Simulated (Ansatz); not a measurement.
Predict the output of the script below (the Python package of Ansatz (0.2.0)).

Script `fdcheck_mns.py`:
```python
"""Do the forces of MnS match the slope of the free energy with displaced atoms."""

from dataclasses import dataclass
import warnings

import ansatz
import numpy as np


@dataclass(frozen=True)
class RunConfig:
    functional: str = "pbesol"
    smearing: str = "methfessel_paxton"
    smearing_width: float = 0.1
    cutoff: int = 540
    kmesh: tuple[int, ...] = (7, 6, 7)
    scf_tol: float = 1e-09


settings = RunConfig()

vectors0 = np.array([
    [3.00955, 0.05391, -0.00232],
    [0.05391, 3.05967, 0.00297],
    [-0.00232, 0.00297, 3.03399],
])
sites = [
    ("Mn", [0.49197, 0.45499, 0.4945], 5.2),
    ("S", [0.99185, 0.02757, 0.00652], 0.0),
]


def on_lattice(cell):
    crystal = ansatz.Crystal(lattice=ansatz.Lattice.of(cell))
    for symbol, position, moment in sites:
        crystal = crystal.atom(symbol, position, moment=moment or None)
    return crystal

warnings.simplefilter("ignore", ansatz.DeckWarning)

def solve(crystal):
    return (
        crystal.calculation()
        .functional(settings.functional)
        .hubbard("Mn", "d", u=2.9, j=0.9)
        .occupations(settings.smearing, width=settings.smearing_width)  # fractional filling near the Fermi level
        .eigensolver("davidson", full_accuracy=True)
        .mixing("msr1", preconditioner="kerker")
        .spin(ansatz.SpinTreatment.COLLINEAR)  # two spin channels
        .basis(settings.cutoff, xc_grid=2)  # a bare number is in eV
        .kpoints(*settings.kmesh)  # the mesh must be finer for metals
        .scf(tolerance=settings.scf_tol)
        .forces()  # eV per angstrom
        .stress()
        .run(threads=1)
    ).report


centre = solve(on_lattice(vectors0))
start = on_lattice(vectors0)
# central difference: F = -(E(+h) - E(-h)) / 2h
print(f"force on atom 1 along x: analytic {centre['forces_ev_ang'][1][0]:.4f} eV/A")
for h in (0.005, 0.02):
    shift = np.eye(3)[0] * h @ np.linalg.inv(vectors0)
    plus, minus = (solve(start.move(1, to=np.array(sites[1][1]) + sign * shift))["lagrangian_ev"] for sign in (1, -1))
    print(f"  step {h} A: numerical {-(plus - minus) / (2 * h):.4f} eV/A")
# P = -dF/dV; the difference feels the change of the plane-wave count with the cell
volume = abs(np.linalg.det(vectors0))
larger, smaller = (solve(on_lattice(vectors0 * (1 + sign * 0.005) ** (1 / 3)))["lagrangian_ev"] for sign in (1, -1))
numerical = -(larger - smaller) / (0.01 * volume) * 160.21766
print(f"pressure: analytic {np.trace(centre['stress_gpa']) / 3:.3f}, numerical {numerical:.3f} GPa")
```

```console
$ python fdcheck_mns.py
force on atom 1 along x: analytic 0.1177 eV/A
  step 0.005 A: numerical 0.1177 eV/A
  step 0.02 A: numerical 0.1177 eV/A
pressure: analytic 10.548, numerical 10.427 GPa
```

Caveats:
- The settings weren't tested for convergence.
- The magnetic order follows from the starting moments and needn't be the lowest.
- U, its shell and the double counting are chosen to explore, and aren't derived for this compound.
- The mesh is modest for a metal, so energies can be off by several to tens of meV an atom and pressures by half a GPa or more; differences at equal mesh fare better.
- The program warned that this SCF threshold is loose for forces or stresses.
- With one magnetic atom the cell can hold only ferromagnetic order.
- Pressure is positive in compression.
- The cell is a database structure, distorted on purpose.
- The central difference errs as the square of the step, so the shorter step is the fairer test; what remains comes from the finite grid and the SCF threshold.
- The script silences the warnings on its input, which a real study should read.
- Run time: 13 min on 1 thread of Arm Neoverse V2, with other jobs on the host, peak memory 0.53 GiB.
